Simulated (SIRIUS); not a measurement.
Runs of SIRIUS 7.10.0 on Li. The cell holds a slab with vacuum, 5 atoms: a = 3.031 Å, b = 3.031 Å, c = 24.899 Å, α = 90.00°, β = 90.00°, γ = 109.47°. The slab is cut from a database's or a generator's crystal, which needn't be the stable form of the element.

```csv
level,gap on the mesh (eV),largest force (eV/Å)
LDA,none,(a)
PW91,none,(b)
BLYP,none,0.13
PBEsol,none,0.12
AM05,none,0.10
```

Alike in all rows: task single point; potentials or basis PseudoDojo 0.4.1 PBE standard (scalar relativistic); no spin polarisation; cell as given; k mesh 5 × 5 × 1; cutoff (eV) 1030; smearing fermi-dirac 0.05 eV; the mesh is coarse, so values aren't converged.

Q: Fill in the values left out.

A: (a) 0.16; (b) 0.11.

Caveats: all runs use coarse meshes; the potentials were made for another functional, which shifts forces and pressure.

A k mesh can miss the band edges.

A gap of «none» marks a metal or a gap under the smearing width.

Not every run made on this cell is shown here.
